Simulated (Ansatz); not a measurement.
# HfCl3F: an energy map over bond length F1–Hf2 and angle F1–Hf2–Cl3

A grid of calculations on Cl3FHf, SMILES [F][Hf]([Cl])([Cl])[Cl], to see where the energy is lowest and how it rises around there.

Method: RKS PBE0-D4/def2-SVP; program: Ansatz 0.2.0.

## Step 1: Where the work starts

SMILES `[F][Hf]([Cl])([Cl])[Cl]`, 5 atoms, charge 0, spin multiplicity 1.

Atoms are counted from 1 here; the program's logs count them from 0.

Bond lengths: F1–Hf2 1.901 Å, Hf2–Cl3 2.343 Å, Hf2–Cl4 2.343 Å, Hf2–Cl5 2.343 Å. Angles: F1–Hf2–Cl3 108.9°, F1–Hf2–Cl4 108.9°, F1–Hf2–Cl5 108.9°, Cl3–Hf2–Cl4 110.1°, Cl3–Hf2–Cl5 110.0°, Cl4–Hf2–Cl5 110.1°.

Coordinates:

```xyz
5
Cl3FHf
F    -0.4313   -0.3017    1.8955
Hf   -0.0069   -0.0256    0.0634
Cl    1.8413   -1.3528   -0.4940
Cl   -1.8550   -0.6313   -1.2427
Cl    0.5017    2.2376   -0.2636
```

This geometry comes from a loose relaxation at PBE in a small basis, which is not shown.

## Step 3: The grid

- bond length F1–Hf2: 7 values from 1.625 to 2.645 Å
- angle F1–Hf2–Cl3: 7 values from 64 to 154 °

Nothing else is relaxed (all other coordinates rigid). Energies count from the relaxed molecule at the same level.

(The set-up runs are not shown.)

## Step 4: The run at bond length F1–Hf2 = 1.795 Å, angle F1–Hf2–Cl3 = 94°

The input, input.yaml:

```yaml
crystal:
  periodic: [false, false, false]
  atoms:
    - { symbol: F, position_ang: [-0.063111, -0.593182, 1.863112] }
    - { symbol: Hf, position_ang: [-0.028241, -0.039414, 0.156024] }
    - { symbol: Cl, position_ang: [1.811227, -1.359899, -0.401539] }
    - { symbol: Cl, position_ang: [-1.866574, -0.642206, -1.1461] }
    - { symbol: Cl, position_ang: [0.478499, 2.213149, -0.171909] }
basis:
  gaussian: { orbitals: def2-SVP }
hamiltonian:
  xc: pbe0
  dispersion: d4
output:
  forces: true
```

The run is started by

```
> ansatz run input.yaml --threads 1 --pin off --max-ram 2560MiB --backend cpu --events-out ev --progress --plain --runs-dir out
```

The session goes on with these runs: the other points that were computed.

**Question.** What will these runs give? Wanted: lowest point; highest computed point; dipole moment.

As calculated:

| quantity | value |
| --- | --- |
| lowest point | bond length F1–Hf2 = 1.965 Å, angle F1–Hf2–Cl3 = 109°, 7 kJ/mol |
| highest computed point | bond length F1–Hf2 = 2.645 Å, angle F1–Hf2–Cl3 = 64°, 386 kJ/mol above the lowest |
| dipole moment (D) | 0.50 at bond length F1–Hf2 = 1.965 Å, angle F1–Hf2–Cl3 = 109° to 4.75 at bond length F1–Hf2 = 2.645 Å, angle F1–Hf2–Cl3 = 154°; 0.50 at the lowest point |
| time for the whole task | 12 min on 1 thread, shared host |

**Reading.** The lowest computed point is at bond length F1–Hf2 = 1.965 Å, angle F1–Hf2–Cl3 = 109°, 7 kJ/mol from the relaxed molecule at the same level. The grid is coarse, so the lowest point of the scanned range may lie between grid points; coordinates that were held can hide deeper minima. No other kind of well shows on this grid. The highest computed point, bond length F1–Hf2 = 2.645 Å, angle F1–Hf2–Cl3 = 64°, lies 386 kJ/mol above the lowest. Round the minimum the two coordinates are nearly uncoupled.
